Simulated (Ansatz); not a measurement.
# Te on several prototypes: a ranking of structure types by relaxed energy

With Ansatz's Python interface.

The cells in order, each with its output:

**Cell 1**
```python
import ansatz
import numpy as np
import spglib


def diamond(first, a):
    return (
        ansatz.Lattice.fcc(a)
        .space_group(227, origin_choice=1)
        .atom(first, [0, 0, 0])
        .primitive()
    )
```

**Cell 2**
```python
def hcp(a_site, a):
    return (
        ansatz.Lattice.from_parameters(a, a, 1.633 * a, alpha=90, beta=90, gamma=120)
        .space_group(194)
        .atom(a_site, [1 / 3, 2 / 3, 0.25])
    )
```

**Cell 3**
```python
def sc(A, a):
    return (
        ansatz.Lattice.cubic(a)
        .space_group(221)
        .atom(A, [0, 0, 0])
    )
```

**Cell 4**
```python
def ground_state(name, crystal):
    calc = (
        crystal.calculation()
        .scf(algorithm="direct_min")
        .functional("lda")
        .basis(500)
        .kpoints(spacing=0.3)
        .occupations("gaussian", width=0.05)
        .stress()
        .band_table()
    )
    calc = calc.relax(force_tolerance=0.01, max_steps=60, cell=True)
    return calc.run(threads=1, backend="cpu")


def gap_ev(outcome):
    # nan where the run reports no band edges: a metal, overlapping bands, or a gap that is small against the smearing
    edges = outcome.report.get("band_edges_ev")
    return edges[1] - edges[0] if edges else float("nan")
```

**Cell 5**
```python
def volume_per_atom(outcome):
    return abs(np.linalg.det(outcome.lattice.cell_ang)) / len(outcome.lattice.sites)
```

**Cell 6**
```python
def space_group(outcome):
    sites = outcome.report["lattice"]["sites"]
    kinds = sorted({site["symbol"] for site in sites})
    cell = (outcome.lattice.cell_ang, [site["position_frac"] for site in sites], [kinds.index(site["symbol"]) for site in sites])
    return spglib.get_spacegroup(cell, symprec=0.01)
```

**Cell 7**
```python
# starting lattice constants are rough guesses; the relaxation finds the rest
phases = {}
phases["diamond"] = diamond("Te", 6.47)
phases["hcp"] = hcp("Te", 3.33)
phases["sc"] = sc("Te", 3.06)

done = {}
for name, crystal in phases.items():
    done[name] = ground_state(name, crystal)
    print(f"{name}: {done[name].report['energy_sigma0_ev']:.4f} eV, {len(done[name].lattice.sites)} atoms")
```
Output:
```text
diamond: -13653.3403 eV, 2 atoms
hcp: -13654.1053 eV, 2 atoms
sc: -6827.1428 eV, 1 atoms
```

**Cell 8**
```python
energy = {name: o.report["energy_sigma0_ev"] / len(o.lattice.sites) for name, o in done.items()}
lowest = min(energy.values())
rows = [(name, len(o.lattice.sites), 1000 * (energy[name] - lowest), gap_ev(o), volume_per_atom(o), space_group(o)) for name, o in done.items()]
rows.sort(key=lambda row: row[2])
print("     phase       atoms  dE (meV/atom)    gap (eV)  V (A^3/atom)  space group")
for row in rows:
    print(f"{str(row[0]):>10}  {row[1]:10d}  {row[2]:13.1f}  {row[3]:10.2f}  {row[4]:12.3f}  {str(row[5]):>11}")
print("lowest in energy:", rows[0][0])
```
Output:
```text
     phase       atoms  dE (meV/atom)    gap (eV)  V (A^3/atom)  space group
        sc           1            0.0         nan        30.531  Pm-3m (221)
       hcp           2           90.2         nan        27.972  P6_3/mmc (194)
   diamond           2          472.7         nan        42.922  Fd-3m (227)
lowest in energy: sc
```

By space group at the end of each run: Pm-3m (+0 meV an atom, 30.5 Å³), P6_3/mmc (+90 meV an atom, 28.0 Å³) and Fd-3m (+473 meV an atom, 42.9 Å³).

Reading the output:
- These settings explore the input space; cutoff and mesh may be short of convergence.
- Gaps and levels are Kohn-Sham values on a finite set of k-points, without spin-orbit coupling.
- The cells are built on prototypes, so most aren't the phase found in nature. Rows bear the name of their start, and a relaxation keeps or raises the symmetry. Differences under about 40 meV an atom lie within the error of mesh and functional.
- The whole script took 86 s on 1 thread of Arm Neoverse V1 (shared host), peak memory 0.44 GiB.
